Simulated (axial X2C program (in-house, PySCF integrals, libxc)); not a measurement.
# TaN⁺: bond curves with and without spin–orbit coupling, part 1 of 2

What are the state, bond length, wavenumber and bond energy of TaN⁺, and what does spin–orbit coupling change?

Method: all-electron X2C, Ta dyall-cv3z, N dyall-av3z; program: an in-house X2C program for linear molecules on PySCF integrals.

All values are calculated.

### Step 1. Set-up

The input, task.json:

```json
{"zs": [73, 7], "q": 1, "bas": ["dyall-cv3z", "dyall-av3z"], "levels": ["PBE0", "HF", "B97-3"], "cc": true, "r0": 1.86, "thr": -1.0, "nmax": 90, "npts": 10, "nst": 2, "ntry": 6}
```

Keys: zs atomic numbers; q charge; bas basis sets; levels methods (HF also brings MP2); cc coupled cluster on or off; r0 starting distance in Å; thr threshold in hartree for freezing inner shells (an s shell follows its p shell); nmax most natural virtual spinors; npts points asked for on the curve; nst determinants followed; ntry starts of the search.

On the command line:

```bash
> python so2c.py task.json out
```

Spin-free means the one-electron spin-free X2C Hamiltonian; two-component (2c) means X2C with spin–orbit coupling and atomic mean-field two-electron Coulomb and Gaunt terms. Basis: Ta dyall-cv3z contracted to [13s14p9d7f4g], N dyall-av3z contracted to [7s7p3d2f]; Gaussian nuclei, density fitting. Masses: Ta 180.948 u, N 14.003 u.

Notation: σ, π±, δ± give the projection m of an orbital's angular momentum (0, ±1, ±2), α and β its spin, Λ and M_S the sums; ω is the projection of a spinor's total angular momentum and Ω the sum. Logs are in hartree.

The results follow Hamiltonian by Hamiltonian and level by level.

### Step 2. Which state to follow

PBE0 moves the distance from 1.860 Å to 1.642 Å and compares determinants there.

Spin-free determinants:

```
ΔE (eV)             state                                   open shells
   0.00  M_S = 1/2, Λ = 0                      beyond closed shells: σα
   0.28  M_S = 1/2, Λ = 2                     beyond closed shells: δ+α
   1.44  M_S = 3/2, Λ = 2             beyond closed shells: 2 × σα, δ+α
   2.16  M_S = 3/2, Λ = 1  beyond closed shells: σα, π+α, π-α, π-β, δ+α
   2.16  M_S = 3/2, Λ = 3  beyond closed shells: σα, π+α, π+β, π-α, δ+α
   2.22  M_S = 1/2, Λ = 2             beyond closed shells: 2 × σα, δ+β
   2.31  M_S = 1/2, Λ = 3  beyond closed shells: σα, π+α, π+β, π-β, δ+α
```

Two-component determinants:

| ΔE (eV) | state | open shells |
| --- | --- | --- |
| 0.00 | Ω = 1/2 | excess of +ω over −ω: ω = 1/2 |
| 0.04 | Ω = 3/2 | excess of +ω over −ω: ω = 3/2 |
| 0.50 | Ω = 5/2 | excess of +ω over −ω: ω = 5/2 |
| 1.21 | Ω = 1/2 | excess of +ω over −ω: 2 × ω = -1/2, ω = 3/2 |
| 1.68 | Ω = 7/2 | excess of +ω over −ω: 2 × ω = 1/2, ω = 5/2 |
| 1.97 | Ω = 5/2 | excess of +ω over −ω: 2 × ω = 1/2, ω = 3/2 |
| 2.01 | Ω = 5/2 | excess of +ω over −ω: ω = -1/2, 2 × ω = 3/2 |

### Step 3. PBE0, spin-free

State followed: M_S = 1/2, Λ = 0 (beyond closed shells: σα). The scan is laid around 1.642 Å, a first estimate of the minimum, and this SCF restarts from the orbitals of the search.

The SCF at the reference distance of 1.642 Å:

```text
spin-free X2C-1e  PBE0
basis functions 242  fitting functions 1195  grid points 5073
iter        total energy     max residual
   1     -15659.684068800     7.79e-06
   2     -15659.684068803     1.18e-05
   3     -15659.684068804     9.23e-06
converged
one-electron -21795.47871416  Coulomb 6298.29006519  exact exchange -80.46375076  xc functional -246.71471096  nuclear repulsion 164.68304189
```

Along the bond, energies from the lowest point:

| R (Å) | E (eV) | μ (D) | HOMO (eV) | LUMO (eV) | iterations |
| --- | --- | --- | --- | --- | --- |
| 1.429 | 2.0967 | -2.74 | -12.46 | -10.26 | 14 |
| 1.494 | 0.8865 | -3.16 | -12.65 | -10.36 | 14 |
| 1.544 | 0.3559 | -3.43 | -12.77 | -10.44 | 15 |
| 1.593 | 0.0780 | -3.65 | -12.89 | -10.52 | 15 |
| 1.642 | 0.0000 | -3.84 | -12.99 | -10.59 | 3 |
| 1.700 | 0.1052 | -4.02 | -13.10 | -10.67 | 15 |
| 1.757 | 0.3681 | -4.14 | -13.19 | -10.75 | 16 |
| 1.831 | 0.8636 | -4.20 | -13.30 | -10.85 | 17 |
| 1.921 | 1.5654 | -4.04 | -13.38 | -10.93 | 19 |
| 2.053 | 2.4922 | -3.65 | -13.37 | -10.92 | 16 |

Dipoles are positive if N is the positive end and refer to the centre of mass.

Outer orbitals at the reference distance:

```json
{"symmetry": "σβ", "occupied": "yes", "ε (eV)": "-25.93", "atomic character": "59% N s, 19% Ta d, 9% Ta p"}
{"symmetry": "σα", "occupied": "yes", "ε (eV)": "-25.82", "atomic character": "59% N s, 19% Ta d, 8% Ta p"}
{"symmetry": "π-α", "occupied": "yes", "ε (eV)": "-15.48", "atomic character": "48% N p, 45% Ta d"}
{"symmetry": "π+α", "occupied": "yes", "ε (eV)": "-15.48", "atomic character": "48% N p, 45% Ta d"}
{"symmetry": "π+β", "occupied": "yes", "ε (eV)": "-15.43", "atomic character": "52% N p, 41% Ta d, 2% Ta f"}
{"symmetry": "π-β", "occupied": "yes", "ε (eV)": "-15.43", "atomic character": "52% N p, 41% Ta d, 2% Ta f"}
{"symmetry": "σα", "occupied": "yes", "ε (eV)": "-14.85", "atomic character": "47% N p, 36% Ta d, 9% N s"}
{"symmetry": "σβ", "occupied": "yes", "ε (eV)": "-14.64", "atomic character": "54% N p, 30% Ta d, 8% N s"}
{"symmetry": "σα", "occupied": "yes", "ε (eV)": "-12.99", "atomic character": "54% Ta s, 22% N p, 10% Ta d"}
{"symmetry": "δ-α", "occupied": "no", "ε (eV)": "-10.59", "atomic character": "95% Ta d, 3% N d, 2% N f"}
{"symmetry": "δ+α", "occupied": "no", "ε (eV)": "-10.59", "atomic character": "95% Ta d, 3% N d, 2% N f"}
{"symmetry": "σβ", "occupied": "no", "ε (eV)": "-10.16", "atomic character": "55% Ta s, 16% N p, 14% Ta d"}
{"symmetry": "δ-β", "occupied": "no", "ε (eV)": "-9.80", "atomic character": "95% Ta d, 3% N d, 2% N f"}
```

PBE0 fields in the half plane through the axis: z from -2.4 to 3.9 Å across, distance from the axis 0.15 to 2.25 Å upwards; Ta lies at z = 0 and N at z = 1.642 Å; the ELF is damped to zero where the density is low.

log10 density (e/bohr³). Ten even steps from '0' (-5.46 ) to '9' (1.79 ):
```
1122233333332222211000
1223333333333333221110
2233344444444433332210
2233444444444444433211
2334455555555555443321
2334556666666665544321
2344566787666666554322
3344567898767776654332
```

ELF. Ten even steps from ' ' (0.00 ) to '@' (0.94 ):
```
        ::--==----::..                      
      ::==++++====--::......                
    ::--++++==----::::::--::::....          
  ..::------::::....::--++++==----::..      
  ..::--::::::::::..::==######****++--..    
  ..::::::::==++++++--==%%%%%%%%%%##++::    
..::::::::==**==--==++++%%####@@@@@@**--..  
..::::::--****++::++==++%%....@@@@@@##==..  
```

Re = 1.640 Å, ωe = 1167 cm⁻¹, Be = 0.4823 cm⁻¹, De = 5.35 eV, μ = -3.84 D.

### Step 4. HF, spin-free

The SCF at the reference distance of 1.642 Å:

```text
spin-free X2C-1e  HF
basis functions 242  fitting functions 1195  grid points 5073
iter        total energy     max residual
   1     -15654.360610131     6.75e-01
   2     -15654.405876133     2.17e-02
   3     -15654.407352234     2.16e-02
   4     -15654.409496164     2.54e-03
   5     -15654.409751070     2.44e-03
   6     -15654.409913190     1.67e-03
   7     -15654.410053460     1.77e-03
   8     -15654.410263143     1.78e-03
   9     -15654.410496526     1.77e-03
  10     -15654.410669629     1.72e-03
  11     -15654.410556623     1.74e-03
  12     -15654.410621977     1.70e-03
  13     -15654.410644501     1.69e-03
  14     -15654.410309956     1.71e-03
  15     -15654.409944183     1.73e-03
  16     -15654.408903525     1.68e-03
  17     -15654.408236718     1.44e-03
  18     -15654.407427306     1.34e-03
  19     -15654.407262985     1.38e-03
  20     -15654.406731519     1.89e-03
  21     -15654.406265909     2.59e-03
  22     -15654.405749099     3.20e-03
  23     -15654.406307213     2.80e-03
  24     -15654.407714615     1.62e-03
  25     -15654.408078377     1.63e-03
  26     -15654.408128007     1.92e-03
  27     -15654.407416618     1.68e-03
  28     -15654.407508390     1.60e-03
  29     -15654.407534359     1.60e-03
  30     -15654.407326508     1.57e-03
  31     -15654.407209418     1.53e-03
  32     -15654.407461612     1.49e-03
  33     -15654.407576283     1.54e-03
  34     -15654.406330428     1.82e-03
  35     -15654.407312697     1.80e-03
  36     -15654.407347347     1.74e-03
  37     -15654.409019436     2.77e-03
  38     -15654.408254111     2.37e-03
  39     -15654.407849463     2.20e-03
  40     -15654.407821745     2.36e-03
  41     -15654.407541134     2.24e-03
  42     -15654.407339044     2.18e-03
  43     -15654.407697328     2.25e-03
  44     -15654.407414043     2.30e-03
  45     -15654.406388134     2.28e-03
  46     -15654.406611014     2.38e-03
  47     -15654.407671081     1.91e-03
  48     -15654.407589033     1.76e-03
  49     -15654.409027672     2.32e-03
  50     -15654.407496604     2.16e-03
  51     -15654.407746523     2.50e-03
  52     -15654.407698634     2.40e-03
  53     -15654.407742003     2.39e-03
  54     -15654.408307764     2.39e-03
  55     -15654.407514370     1.89e-03
  56     -15654.407667095     2.06e-03
  57     -15654.405993165     2.23e-03
  58     -15654.406318761     2.40e-03
  59     -15654.407868438     1.97e-03
  60     -15654.407216219     1.82e-03
  61     -15654.407128019     1.87e-03
  62     -15654.407181230     1.83e-03
  63     -15654.407112247     1.78e-03
  64     -15654.406836281     1.65e-03
  65     -15654.407311868     1.09e-03
  66     -15654.408276658     1.62e-03
  67     -15654.407872111     1.55e-03
  68     -15654.407887527     1.50e-03
  69     -15654.407871557     1.54e-03
  70     -15654.406772522     1.54e-03
  71     -15654.407256735     1.24e-03
  72     -15654.406697048     1.38e-03
  73     -15654.407302246     1.37e-03
  74     -15654.407092819     1.32e-03
  75     -15654.406826676     1.39e-03
  76     -15654.407939077     1.54e-03
  77     -15654.408360342     1.68e-03
  78     -15654.407194483     1.77e-03
  79     -15654.407457359     1.92e-03
  80     -15654.406846788     1.92e-03
NOT converged
one-electron -21796.98074025  Coulomb 6299.97391050  exact exchange -322.08305893  xc functional 0.00000000  nuclear repulsion 164.68304189
```

No constants are quoted: the points don't follow one smooth fit.

### Step 5. B97-3, spin-free

The SCF at the reference distance of 1.642 Å:

```text
spin-free X2C-1e  B97-3
basis functions 242  fitting functions 1195  grid points 5073
iter        total energy     max residual
   1     -15659.491857035     9.76e-02
   2     -15659.492672019     3.88e-03
   3     -15659.492248623     7.39e-03
   4     -15659.492686882     4.48e-03
   5     -15659.492905912     1.31e-03
   6     -15659.492939805     3.36e-04
   7     -15659.492954485     3.62e-04
   8     -15659.492959058     8.47e-05
   9     -15659.492959413     5.17e-05
  10     -15659.492959559     1.67e-05
  11     -15659.492959589     3.36e-06
  12     -15659.492959590     2.06e-06
converged
one-electron -21795.98394333  Coulomb 6298.80189593  exact exchange -86.67253885  xc functional -240.32141523  nuclear repulsion 164.68304189
```

Re = 1.639 Å, ωe = 1179 cm⁻¹, ωexe = 3.73 cm⁻¹, Be = 0.4829 cm⁻¹, De = 5.74 eV, μ = -3.86 D.

### Step 6. Correlated methods, spin-free

Correlated methods: 9 electrons correlated (frozen shells, counted by type: Ta 5 s, 4 p, 2 d, 1 f; N 1 s), 317 virtual spinors in MP2.

MP2: No constants are quoted: the points don't follow one smooth fit.

### Step 7. A higher determinant, spin-free

State: M_S = 1/2, Λ = 2 (beyond closed shells: δ+α).

Output at the reference distance:

```text
spin-free X2C-1e  PBE0
basis functions 242  fitting functions 1195  grid points 5073
iter        total energy     max residual
   1     -15659.673874102     7.20e-06
   2     -15659.673874100     1.89e-05
   3     -15659.673874103     2.91e-06
   4     -15659.673874103     1.47e-06
converged
one-electron -21801.12340723  Coulomb 6304.07330111  exact exchange -80.49908398  xc functional -246.80772589  nuclear repulsion 164.68304189
```

| R (Å) | E above the lowest PBE0 point (eV) |
| --- | --- |
| 1.429 | 2.247 |
| 1.494 | 1.098 |
| 1.544 | 0.599 |
| 1.593 | 0.342 |
| 1.642 | 0.277 |
| 1.700 | 0.389 |
| 1.757 | 0.648 |
| 1.831 | 1.122 |
| 1.921 | 1.779 |

Re = 1.637 Å, ωe = 1149 cm⁻¹, Be = 0.4842 cm⁻¹, μ = -5.13 D. Te = 0.28 eV.

(Continued in part 2 of 2.)
